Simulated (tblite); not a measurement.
# C5H19FO5Si5: the cost of one run

Computed with tblite 0.8.0 (tight binding) and PySCF 2.14.0 (DFT, with response routines of our own); each step states its level. Atoms count from 0 throughout.

## Step 1: The molecule as given

35 atoms, charge 0, multiplicity 1; geometry from: MMFF94s geometry.

Bonds of the start (Å): C0–C1 1.33, C0–H16 1.09, C0–H17 1.09, C15–H32 1.09, C15–H33 1.10, C15–H34 1.09, C1–H18 1.10, C1–Si2 1.84, C5–H22 1.08, C5–H23 1.09, C5–H24 1.10, C9–H26 1.10, C9–H27 1.09, C9–H28 1.09, O10–Si11 1.64, O13–Si14 1.66, O3–Si4 1.67, O6–Si7 1.64, O8–C9 1.41, Si11–F12 1.60, Si11–H29 1.48, Si11–O13 1.65, Si14–C15 1.85, Si14–H30 1.48 and more.

## Step 2: GFN2-xTB relaxation, conformer 1

The job: settings as JSON, then the geometry in Å.

```
{"job": {"xc": "GFN2-xTB", "basis": "xTB", "kind": "relax"}, "charge": 0, "multiplicity": 1}
C     -0.660100     3.588600    -0.536500
C     -0.709000     3.438000     0.784600
Si    -1.570000     2.106400     1.718500
O     -1.553600     0.677500     0.890900
Si    -2.171100    -0.860200     1.061100
C     -3.999500    -0.922500     0.723400
O     -1.318200    -1.886200     0.075500
Si    -0.841900    -2.002400    -1.492000
O     -1.002900    -3.582900    -2.005300
C     -0.219600    -4.575900    -1.375700
O      0.704500    -1.513200    -1.687300
Si     1.542200    -0.100100    -1.644300
F      2.894000    -0.291700    -2.471800
O      1.963400     0.304400    -0.104200
Si     2.969600     1.369500     0.667600
C      4.740500     0.836200     0.652600
H     -0.112500     4.416500    -0.976500
H     -1.181600     2.910800    -1.216600
H     -0.175100     4.135000     1.439300
H     -2.985900     2.511700     1.928300
H     -0.949400     1.942800     3.046700
H     -1.948100    -1.291000     2.453000
H     -4.371900    -1.932200     0.855500
H     -4.230500    -0.598300    -0.292300
H     -4.540500    -0.271900     1.423000
H     -1.742100    -1.164500    -2.324500
H      0.855500    -4.387000    -1.534800
H     -0.459100    -5.538100    -1.833200
H     -0.434500    -4.646000    -0.310400
H      0.757200     0.989900    -2.262900
H      2.528500     1.499600     2.072000
H      2.838800     2.699200     0.037200
H      4.871300    -0.139600     1.118600
H      5.122300     0.752900    -0.376700
H      5.377700     1.556900     1.167000
```

Command:

```bash
$ OMP_NUM_THREADS=1 python ens_run.py task.json out
```

One launch serves the whole session.

Q: Estimate the wall time of this first job on 1 thread of Intel Xeon 6975P-C, shared host.

About 18 s.
